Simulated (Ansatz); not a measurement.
# InAs: the cost of one run

All numbers are computed with Ansatz 0.2.0 through its Python package. The levels of theory stand in the script.

The COD entry's cell or inner coordinates are ideal or old and differ from later refinements, so a difference from it is no clean test against experiment.

## (1) Starting point

Symmetry: F-43m, No. 216, cubic system. The conventional cell has a = 6.036 Å, b = 6.036 Å, c = 6.036 Å, α = 90.00°, β = 90.00°, γ = 90.00°. Around In (site symmetry -43m) lie 4 As at 2.61 Å. Around As (site symmetry -43m) lie 4 In at 2.61 Å.

The script holds or builds the structure itself.

## (2) The script

Contents of paw_lapw_inas.py:

```python
'''PAW against all-electron LAPW for InAs.'''

import ansatz as az
from ase import Atoms
import numpy as np


def count_gap(report):
    # lowest empty less highest filled band, counting bands; zero where they overlap
    return max(report.get('gap_by_band_count_ev') or 0.0, 0.0)


def main() -> None:
    atoms = Atoms(
        ['In', 'As'],
        scaled_positions=[
            (0.0, 0.0, 0.0),
            (0.25, 0.25, 0.25),
        ],
        cell=[
            (0.0, 3.018, 3.018),
            (3.018, 0.0, 3.018),
            (3.018, 3.018, 0.0),
        ],
        pbc=True,
    )
    inas = az.Crystal.from_ase(atoms)

    calc = (
        inas.calculation()
        .kpoints(6, center='gamma')
        .occupations(az.OccupationsMethod.COLD)
        .functional('LDA')
        .stress()
        .forces()
        .band_table()
    )
    variants = {
        'PAW': calc.pseudopotentials('paw'),
        'LAPW': calc.pseudopotentials('all_electron', lapw=True),
    }
    # totals differ by the cores that each treatment holds, so compare what does not depend on them
    rows = []
    for label, variant in variants.items():
        r = variant.run().report
        levels = np.array(r['eigenvalues_ev'][0]) - r['fermi_energy_ev']
        print(label, 'levels at the first k-point near E_F:', np.round(levels[np.abs(levels) < 5], 3))
        rows.append((label, r['n_electrons'], np.trace(r['stress_gpa']) / 3, count_gap(r)))
    print('     treatment  electrons in bands           P GPa  gap by band count eV')
    for row in rows:
        print(f'{str(row[0]):>14s}  {row[1]:18.1f}  {row[2]:14.3f}  {row[3]:20.3f}')


if __name__ == '__main__':
    main()
```

## (3) What the engine is handed

The package turns the script's settings into the engine's input (first run):

```yaml
crystal:
  lattice:
    - [0.0, 3.018, 3.018]
    - [3.018, 0.0, 3.018]
    - [3.018, 3.018, 0.0]
  atoms:
    - { symbol: In, position: [0.0, 0.0, 0.0] }
    - { symbol: As, position: [0.25, 0.25, 0.25] }
kpoints:
  mp_grid:
    grid: [6, 6, 6]
    shift: [0.0, 0.0, 0.0]
hamiltonian:
  xc: lda
  pseudopotentials:
    kind: paw
scf:
  occupations:
    method: cold
output:
  forces: true
  stress: true
  eigenvalues: true
```

## (4) Running it

Run with:

```sh
$ python paw_lapw_inas.py
```

Q: Estimate wall time and peak memory on 1 thread of AMD EPYC 7R43 (Zen 3), shared host.

About 16 s, with a peak of 0.49 GiB.
